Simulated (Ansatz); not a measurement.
# Al3As: one candidate structure

Aim: relax Al3As from this start, TiAl3 (D0_22) type (I4/mmm, No. 139), and see where it ends.

Program: Ansatz 0.2.0. Level of theory: DFT PBE, scalar-relativistic, plane waves, PAW. These are calculated values, not measurements.

**1. The structure to begin with**

It takes space group I4/mmm (No. 139, tetragonal). Conventional cell: a = 3.899 Å, b = 3.899 Å, c = 8.709 Å, α = 90.00°, β = 90.00°, γ = 90.00°. Al (site symmetry 4/mmm) is surrounded by 4 As at 2.76 Å and 8 Al at 2.92 Å. Around Al (site symmetry -4m2) lie 8 Al at 2.76 to 2.92 Å and 4 As at 2.92 Å. Around As (site symmetry 4/mmm) lie 12 Al at 2.76 to 2.92 Å.

Coordinates:

```cif
data_structure
_symmetry_space_group_name_H-M 'I4/mmm'
_symmetry_Int_Tables_number 139
_cell_length_a 3.8986
_cell_length_b 3.8986
_cell_length_c 8.7086
_cell_angle_alpha 90.000
_cell_angle_beta 90.000
_cell_angle_gamma 90.000
_cell_volume 132.37
loop_
_atom_site_label
_atom_site_type_symbol
_atom_site_symmetry_multiplicity
_atom_site_Wyckoff_symbol
_atom_site_fract_x
_atom_site_fract_y
_atom_site_fract_z
_atom_site_occupancy
Al1 Al 2 b 0.50000 0.50000 0.00000 1
Al2 Al 4 d 0.50000 0.00000 0.25000 1
As1 As 2 a 0.00000 0.00000 0.00000 1
```

(A quick probe on a coarse mesh, which set the mesh and smearing, is not shown.)

**3. Rough relaxation on the coarse mesh**

input.yaml reads:

```yaml
crystal:
  lattice:
    - [-1.9493197514, 1.9493197514, 4.3543246396]
    - [1.9493197514, -1.9493197514, 4.3543246396]
    - [1.9493197514, 1.9493197514, -4.3543246396]
  atoms:
    - { symbol: Al, position: [0.5, 0.5, 0.0] }
    - { symbol: Al, position: [0.25, 0.75, 0.5] }
    - { symbol: Al, position: [0.75, 0.25, 0.5] }
    - { symbol: As, position: [0.0, 0.0, 0.0] }
basis:
  ecutwfc: 420
kpoints:
  mp_grid: { grid: [6, 6, 6] }
hamiltonian:
  xc: pbe
scf:
  occupations: { method: gaussian, width: 0.1 }
  lower_state_search: "off"
output:
  forces: true
  stress: true
  eigenvalues: true
relax:
  adjacent_minimum: "off"
  f_tol: 0.04
  max_steps: 70
  cell: { stress_tol: 0.4 }
```

The run is started by

```sh
$ ansatz run input.yaml --threads 1 --pin off --max-ram 2560MiB --backend cpu --events-out ev --progress --plain --runs-dir out
```

The session goes on with these runs: relaxing cell and atoms; reference for the rattle test; rattled and relaxed without symmetry.

Before running it: what results should come out?

The runs gave:

Formation energies count from the elements, computed with the same settings in runs not shown here.

| quantity | value |
| --- | --- |
| cell (conventional) | a = 4.050 Å, b = 4.050 Å, c = 8.507 Å, α = 90.00°, β = 90.00°, γ = 90.00° |
| space group | I4/mmm (No. 139) |
| volume | 17.44 Å³/atom |
| gap on the mesh | none (metal) |
| formation energy from the elements | +0.108 eV/atom |

The space group stayed I4/mmm, and from the first guess the volume went from 16.55 to 17.44 Å³/atom. The formation energy of +0.11 eV/atom is positive, so the elements lie lower than this structure; another structure of the compound can lie lower.
